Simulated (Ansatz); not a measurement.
# W3N4 and its elements: a formation energy from the elements

Run with the Ansatz DFT code, driven from Python.

The script, `formation_w3n4.py`:
```python
'''Formation energy of W3N4 from the elements, after relaxing atoms and volume at fixed cell shape.'''

from collections import Counter
import csv
import warnings

import ansatz
import numpy as np

PHASES = {
    'W3N4': (
        [(4.122, 0.0, 0.0), (0.0, 4.122, 0.0), (0.0, 0.0, 4.122)],
        [
            ('W', (0.5, 0.5, 0.0)),
            ('W', (0.0, 0.5, 0.5)),
            ('W', (0.5, 0.0, 0.5)),
            ('N', (0.5, 0.5, 0.5)),
            ('N', (0.5, 0.0, 0.0)),
            ('N', (0.0, 0.5, 0.0)),
            ('N', (0.0, 0.0, 0.5)),
        ],
    ),
    'W': (
        [(-1.582345, 1.582345, 1.582345), (1.582345, -1.582345, 1.582345), (1.582345, 1.582345, -1.582345)],
        [
            ('W', (0.0, 0.0, 0.0)),
        ],
    ),
    'N2': (
        [(9.0, 0.0, 0.0), (0.0, 9.5, 0.0), (0.0, 0.0, 10.0)],
        [
            ('N', (0.5, 0.5, 0.4445)),
            ('N', (0.5, 0.5, 0.5555)),
        ],
    ),
}


def build(vectors, sites):
    crystal = ansatz.Crystal(lattice=ansatz.Lattice.of(vectors))
    for symbol, position in sites:
        crystal = crystal.atom(symbol, position)
    return crystal

GASES = {'N2'}


def ground_state(name, crystal):
    calc = (
        crystal.calculation()
        .functional(ansatz.Functional.LDA)
        .basis(500)
        .kpoints(spacing=0.33)
        .occupations('fermi_dirac', width=0.02)
        .stress()
    )
    if name in GASES:
        return calc.kpoints(1, 1, 1).relax(force_tolerance=0.02, max_steps=40).run(threads=1)
    calc = calc.relax(force_tolerance=0.02, max_steps=40, fix_cell=['shape'])
    return calc.run(threads=1)


def counts(outcome):
    return Counter(site.symbol for site in outcome.lattice.sites)

def formation_energy(outcome, mu):
    n = counts(outcome)
    return (outcome.report['energy_sigma0_ev'] - sum(k * mu[element] for element, k in n.items())) / sum(n.values())


def volume_per_atom(outcome):
    return abs(np.linalg.det(outcome.lattice.cell_ang)) / len(outcome.lattice.sites)


def main() -> None:
    warnings.simplefilter('ignore', ansatz.DeckWarning)

    phases = {name: build(*cell) for name, cell in PHASES.items()}

    done = {name: ground_state(name, crystal) for name, crystal in phases.items()}

    # energy of one atom in its reference phase
    references = {'W': 'W', 'N': 'N2'}
    mu = {element: done[name].report['energy_sigma0_ev'] / len(done[name].lattice.sites) for element, name in references.items()}

    target = done['W3N4']
    heat = formation_energy(target, mu)
    rows = [(name, len(o.lattice.sites), volume_per_atom(o), formation_energy(o, mu)) for name, o in done.items()]
    with open('formation.csv', 'w', newline='') as handle:
        writer = csv.writer(handle)
        writer.writerow(['phase', 'atoms', 'V (A^3/atom)', 'E_form (eV/atom)'])
        writer.writerows([round(v, 4) if isinstance(v, float) else v for v in row] for row in rows)
    print(open('formation.csv').read())
    # gas references are bare DFT energies, without zero-point or fitted corrections


if __name__ == '__main__':
    main()
```

```console
$ python formation_w3n4.py
phase,atoms,V (A^3/atom),E_form (eV/atom)
W3N4,7,10.2418,-0.4765
W,1,15.4052,0.0
N2,2,427.5,0.0
```

Caveats:
- No spin polarisation was allowed.
- For the metals among these phases the mesh is modest: differences between phases can be off by up to 40 meV an atom.
- The program warned that this SCF threshold is loose for forces or stresses.
- Atoms and volume are relaxed with the cell's shape held, which in cells of lower than cubic symmetry can hide stresses and shift volumes.
- Spin-orbit coupling, which matters for elements this heavy, is left out.
- The cells come from databases of deposited and of computed structures, and not all need be stable phases.
- The compound is the structure given, not necessarily its lowest; energies are at zero temperature, with no correction for gases. A semilocal functional's error on such energies is often 0.05 to 0.1 eV an atom, and 0.1 to 0.3 eV against gases such as O2 or F2.
- The script silences the warnings on its input, which a real study should read.
- It ran for 19 s on 1 thread of Arm Neoverse V1 (shared host), peak memory 0.58 GiB.

(Lines on the test bed's own set-up are left out of the output.)
